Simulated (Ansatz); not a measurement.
YRh, space group Pm-3m, cell relaxations under several functionals

With Ansatz 0.2.0 through its Python package.

At the Python prompt:
```pycon
>>> import ansatz as az
>>> import numpy as np
>>> def edges_and_angles(cell):
...     cell = np.asarray(cell)
...     a, b, c = np.linalg.norm(cell, axis=1)
...     cosines = cell[1] @ cell[2] / (b * c), cell[0] @ cell[2] / (a * c), cell[0] @ cell[1] / (a * b)
...     return (a, b, c, *np.degrees(np.arccos(cosines)))
...
>>> lattice = az.Lattice.of(
...     (3.407, 0.0, 0.0),
...     (0.0, 3.407, 0.0),
...     (0.0, 0.0, 3.407),
... )
>>> sites = [
...     ("Y", (0.5, 0.5, 0.5)),
...     ("Rh", (0.0, 0.0, 0.0)),
... ]
>>> xtal = az.Crystal(lattice=lattice)
>>> for symbol, position in sites:
...     xtal = xtal.atom(symbol, position)
...
>>> xtal.resolved().tree()["lattice"]
((3.407, 0.0, 0.0), (0.0, 3.407, 0.0), (0.0, 0.0, 3.407))
>>> job = (
...     xtal.calculation()
...     .basis(16 * az.Ha)
...     .kpoints(10, 10, 10)
...     .occupations("gaussian", width=0.1)
...     .scf(max_iterations=60)
...     .relax(cell=True, max_steps=30)
... )
>>> levels = [("blyp", "d3bj"), ("pbesol", "none"), ("pbesol", "d3bj")]
>>> print("level            a       b       c    alpha   beta  gamma  V/atom  steps")
level            a       b       c    alpha   beta  gamma  V/atom  steps
>>> for name, dispersion in levels:
...     seen = []
...     run = job.functional(name, dispersion=dispersion).session().plan()
...     res = run.execute(on_event=lambda e: seen.append(e) if e["event"] == "relax_step" else None)
...     cell = res.lattice.cell_ang
...     label = name if dispersion == "none" else f"{name}+{dispersion}"
...     print("{:13s} {:7.4f} {:7.4f} {:7.4f} {:6.2f} {:6.2f} {:6.2f}".format(label, *edges_and_angles(cell)), f"{abs(np.linalg.det(cell)) / len(res.lattice.sites):7.3f} {len(seen):5d}")
...
blyp+d3bj      3.3815  3.3815  3.3815  90.00  90.00  90.00  19.334     5
pbesol         3.3823  3.3823  3.3823  90.00  90.00  90.00  19.347     5
pbesol+d3bj    3.3411  3.3411  3.3411  90.00  90.00  90.00  18.648     6
```

From smallest to largest: PBEsol+D3BJ (18.65 Å³ an atom, -5.7 % against the start), BLYP+D3BJ (19.33 Å³ an atom, -2.2 % against the start) and PBEsol (19.35 Å³ an atom, -2.2 % against the start). The spread is 3.7 % in volume.

Notes:
- The run is spin-unpolarised.
- Forces vanish by symmetry, so the ions can't move, and the end may be a saddle.
- BLYP and dispersion corrections can be off by several per cent in the lattices of metals, and by several GPa in the pressure at a fixed cell.
- The starting cell is as deposited in a crystallographic database; the results hold for this polymorph, which needn't be the stable one.
- It ran for 24 s on 1 thread of AMD EPYC 7R43 64-Core Processor (Zen 3), with other jobs on the host, peak memory 0.47 GiB.
